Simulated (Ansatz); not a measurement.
**ClO on several prototypes: ranking of structure types by relaxed energy, by script**

Wanted for ClO on several prototypes: a ranking of structure types by relaxed energy.

Program: Ansatz 0.2.0 through its Python package. Level of theory: DFT r2SCAN, plane waves, PAW. These are calculated values, not measurements.

### 1 Starting point

ClO P4/mmm: Symmetry: P4/mmm, No. 123, tetragonal system. The conventional cell has a = 2.950 Å, b = 2.950 Å, c = 3.983 Å, α = 90.00°, β = 90.00°, γ = 90.00°. Around Cl (site symmetry 4/mmm) lie 8 O at 2.88 Å and 4 Cl at 2.95 Å. O (site symmetry 4/mmm) is surrounded by 8 Cl at 2.88 Å and 4 O at 2.95 Å.

ClO Fm-3m: The structure is cubic, space group Fm-3m (No. 225). The conventional cell has a = 5.180 Å, b = 5.180 Å, c = 5.180 Å, α = 90.00°, β = 90.00°, γ = 90.00°. Around Cl (site symmetry m-3m) lie 6 O at 2.59 Å. O (site symmetry m-3m) is surrounded by 6 Cl at 2.59 Å.

ClO F-43m: Symmetry: F-43m, No. 216, cubic system. Conventional cell: a = 5.540 Å, b = 5.540 Å, c = 5.540 Å, α = 90.00°, β = 90.00°, γ = 90.00°. Cl (site symmetry -43m) is surrounded by 4 O at 2.40 Å. Around O (site symmetry -43m) lie 4 Cl at 2.40 Å.

ClO Pm-3m: Symmetry: Pm-3m, No. 221, cubic system. The conventional cell has a = 2.905 Å, b = 2.905 Å, c = 2.905 Å, α = 90.00°, β = 90.00°, γ = 90.00°. Cl (site symmetry m-3m) has 8 O at 2.52 Å as nearest neighbours. O (site symmetry m-3m) has 8 Cl at 2.52 Å as nearest neighbours.

ClO P6_3mc: The structure is hexagonal, space group P6_3mc (No. 186). Conventional cell: a = 3.910 Å, b = 3.910 Å, c = 6.385 Å, α = 90.00°, β = 90.00°, γ = 120.00°. Cl (site symmetry 3m) is surrounded by 4 O at 2.39 Å. Around O (site symmetry 3m) lie 4 Cl at 2.39 Å.

No structure file is read: the coordinates are typed or built in the script.

### 2 The code

The input, prototypes.py:

```python
import csv
import logging
import sys
import warnings

import ansatz as az
import numpy as np
import spglib

logging.basicConfig(stream=sys.stdout, format="[%(levelname)s] %(message)s")
logger = logging.getLogger("run")
logger.setLevel(logging.INFO)


def rocksalt(a_site, b_site, a):
    return az.Crystal.rocksalt(a_site, b_site, a=a)


def zincblende(A, B, a):
    return (
        az.Lattice.fcc(a)
        .space_group(216)
        .atom(A, [0, 0, 0])
        .atom(B, [0.25, 0.25, 0.25])
        .primitive()
    )


def cuau(A, B, a):
    return (
        az.Lattice.from_parameters(a, a, 1.35 * a, alpha=90, beta=90, gamma=90)
        .space_group(123)
        .atom(A, [0, 0, 0])
        .atom(B, [0.5, 0.5, 0.5])
    )


def wurtzite(A, B, a):
    return (
        az.Lattice.from_parameters(a, a, 1.633 * a, alpha=90, beta=90, gamma=120)
        .space_group(186)
        .atom(A, [1 / 3, 2 / 3, 0])
        .atom(B, [1 / 3, 2 / 3, 0.375])
    )


def compute(name, crystal, relax=True):
    calc = (
        crystal.calculation()
        .basis(450, density_ratio=6)
        .scf(max_iterations=60, extra_bands=6)
        .functional("r2scan")
        .kpoints(spacing=0.39)
        .occupations("gaussian", width=0.1)
        .stress()
        .band_table()
    )
    if relax:
        calc = calc.relax(force_tolerance=0.02, max_steps=60, cell=True)
    return calc.run()

def bulk_modulus(name, outcome, step=0.02):
    # B = -V dP/dV from the pressures of two uniformly scaled cells, atoms held at their fractions
    pressure = []
    for factor in (1 - step, 1.0, 1 + step):
        cell = az.Crystal(lattice=az.Lattice.of(outcome.lattice.cell_ang * factor ** (1 / 3)))
        for site in outcome.report["lattice"]["sites"]:
            cell = cell.atom(site["symbol"], site["position_frac"])
        pressure.append(np.trace(compute(name, cell, relax=False).report["stress_gpa"]) / 3)
    slope, bend = (pressure[0] - pressure[2]) / (2 * step), abs(pressure[0] + pressure[2] - 2 * pressure[1])
    # a jump of mesh or basis between the cells shows as a kink: no modulus then
    return float(slope) if bend < 12 * step**2 * abs(slope) + 0.15 and abs(pressure[1]) < 1.5 else float("nan")

def relaxed_twice(name, crystal):
    # the second pass draws mesh and plane waves anew for the relaxed cell
    first = compute(name, crystal)
    again = az.Crystal(lattice=az.Lattice.of(first.lattice.cell_ang))
    for site in first.report["lattice"]["sites"]:
        again = again.atom(site["symbol"], site["position_frac"])
    return compute(name, again)


def space_group(outcome):
    sites = outcome.report["lattice"]["sites"]
    kinds = sorted({site["symbol"] for site in sites})
    cell = (outcome.lattice.cell_ang, [site["position_frac"] for site in sites], [kinds.index(site["symbol"]) for site in sites])
    return spglib.get_spacegroup(cell, symprec=0.01)


def pressure_gpa(outcome):
    return float(np.trace(outcome.report["stress_gpa"]) / 3)


def volume_per_atom(outcome):
    return abs(np.linalg.det(outcome.lattice.cell_ang)) / len(outcome.lattice.sites)


def main() -> None:
    warnings.simplefilter("ignore")

    phases = {}
    phases["rocksalt"] = rocksalt("Cl", "O", 5.18)
    phases["zincblende"] = zincblende("Cl", "O", 5.54)
    phases["CuAu"] = cuau("Cl", "O", 2.95)
    phases["wurtzite"] = wurtzite("Cl", "O", 3.91)

    done = {}
    for name, crystal in phases.items():
        try:
            done[name] = relaxed_twice(name, crystal)
        except az.NonConvergedError as error:
            print(name, "did not converge:", str(error)[:120])

    energy = {name: o.report["energy_sigma0_ev"] / len(o.lattice.sites) for name, o in done.items()}
    lowest = min(energy.values())
    rows = [(name, len(o.lattice.sites), 1000 * (energy[name] - lowest), space_group(o), pressure_gpa(o), volume_per_atom(o), bulk_modulus(name, o)) for name, o in done.items()]
    rows.sort(key=lambda row: row[2])
    with open("prototypes.csv", "w", newline="") as handle:
        writer = csv.writer(handle)
        writer.writerow(["phase", "atoms", "dE (meV/atom)", "space group", "P (GPa)", "V (A^3/atom)", "B (GPa)"])
        writer.writerows([round(v, 4) if isinstance(v, float) else v for v in row] for row in rows)
    print(open("prototypes.csv").read())


if __name__ == "__main__":
    main()
```

### 3 What the engine is handed

The package turns the script's settings into the engine's input (first run):

```yaml
crystal:
  lattice:
    - [0.0, 2.59, 2.59]
    - [2.59, 0.0, 2.59]
    - [2.59, 2.59, 0.0]
  atoms:
    - { symbol: Cl, position: [0.0, 0.0, 0.0] }
    - { symbol: O, position: [0.5, 0.5, 0.5] }
basis:
  ecutwfc: 450.0
  ecutrho_ratio: 6
kpoints:
  mp_grid:
    kspacing: 0.39
hamiltonian:
  xc: r2scan
scf:
  max_iter: 60
  n_extra_bands: 6
  occupations:
    method: gaussian
    width: 0.1
relax:
  f_tol: 0.02
  max_steps: 60
  cell: {}
output:
  stress: true
  eigenvalues: true
```

### 4 Launch

Launch:

```
$ python prototypes.py
```

Q: Predict the main results. Wanted: ClO (for each run or level that gives them).

As calculated:

```
                                quantity                  value
                           runs compared                     20
ClO (run 1): relaxed volume, space group   13.13 Å³/atom, Fm-3m
ClO (run 2): relaxed volume, space group   13.13 Å³/atom, Fm-3m
ClO (run 3): relaxed volume, space group   17.67 Å³/atom, F-43m
ClO (run 4): relaxed volume, space group   17.67 Å³/atom, F-43m
ClO (run 5): relaxed volume, space group  12.39 Å³/atom, P4/mmm
ClO (run 6): relaxed volume, space group   12.50 Å³/atom, Pm-3m
```

What this shows: Runs 1, 2, 3, 4, 5, 6, 7, 8 and more: each has a cutoff under the recommended one, so what rests on them isn't a property of the system. By relaxed volume an atom the order is ClO (run 5) < ClO (run 6) < ClO (run 1) < ClO (run 2) < ClO (run 3) < ClO (run 4). Some of these runs are in doubt, as said. In CPU time, run 7 cost about 90 times as much as run 10. Notes:
- The cutoff lies under the one recommended for these potentials.
- A cell here holds an odd number of electrons and is run without spin, so a magnetic state may lie lower.
- Under the recommended cutoff a pressure can be off by several GPa, even in sign.
- Pressure is positive in compression.
- The cells are built on prototypes, so they need not be phases found in nature. Rows bear the name of their start, and a relaxation keeps or raises the symmetry. Differences under about 40 meV an atom lie within the error of mesh and functional.
